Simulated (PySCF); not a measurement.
# TlIn: bond curves at several levels of theory

The task here is to estimate one member of a computed series from the others.

Method: Tl def2-SVP with ECP60, In def2-SVP with ECP28, scalar-relativistic core potentials; program: PySCF 2.14.0.

The first run:

The job is set up so:

| Quantity | Value |
| --- | --- |
| atoms | Tl, In |
| charge | 0 |
| basis | Tl def2-SVP with ECP60, In def2-SVP with ECP28 |
| Hamiltonian | scalar-relativistic core potentials |
| basis functions | 52 |
| electrons treated | 42 |
| masses in u | 204.9744, 114.9039 |
| levels | PBE0, PBE, r²SCAN, M06-2X, TPSSh, B97-3, CAM-B3LYP, HF, MP2, SCS-MP2, CCSD, CCSD(T) |
| grid | 80 radial by 434 angular points |
| occupations | held fixed by the projection of orbital angular momentum |
| dissociation limit | Tl + In, each in its ground configuration |
| starting distance in angstrom | 2.820 |
| values of 2S to try | 0, 2 |

Run with:

```console
OMP_NUM_THREADS=1 python dia.py task.json out
```

Steps of the session up to this table: Input; The PBE0 curve of the state that the search chose; Excited determinants; PBE (GGA); r²SCAN (meta-GGA); M06-2X (hybrid meta-GGA); TPSSh; B97-3; CAM-B3LYP (range-separated hybrid); UHF (mean field); Adding correlation.

One of the session's tables, all rows but one given; the rest of the session is left out.

Energy (eV) from each level's lowest point:

| R (Å) | UHF | UHF-MP2 | UHF-SCS-MP2 | UHF-CCSD | UHF-CCSD(T) |
| --- | --- | --- | --- | --- | --- |
| 2.669 | 0.495 | 0.384 | 0.401 | n/a | n/a |
| 2.794 | 0.231 | 0.154 | 0.165 | 0.189 | 0.187 |
| 2.918 | 0.082 | 0.038 | 0.043 | 0.058 | 0.057 |
| 3.011 | ? | ? | ? | ? | ? |
| 3.104 | 0.000 | 0.000 | 0.000 | 0.000 | 0.000 |
| 3.197 | 0.002 | 0.022 | 0.020 | 0.012 | 0.012 |
| 3.321 | 0.033 | 0.078 | 0.074 | 0.054 | 0.053 |
| 3.477 | 0.104 | 0.192 | 0.179 | 0.138 | 0.134 |
| 3.663 | 0.193 | 0.381 | 0.334 | 0.269 | 0.261 |
| 3.911 | 0.286 | 0.572 | 0.490 | n/a | n/a |

Q: Estimate the row for R (Å) = 3.011 from the others.

Worked estimate for «UHF». A straight line through the neighbours (2.918, 0.082) and (3.104, 0.000) gives 0.082 + (0.000 − 0.082) × (3.011 − 2.918) / (3.104 − 2.918) = 0.041; a parabola fitted to 4 rows on both sides gives 0.022.

The run gave: UHF: 0.024; UHF-MP2: 0.003; UHF-SCS-MP2: 0.005; UHF-CCSD: 0.013; UHF-CCSD(T): 0.012. In «UHF» the line misses by +0.017 and the parabola by -0.002.
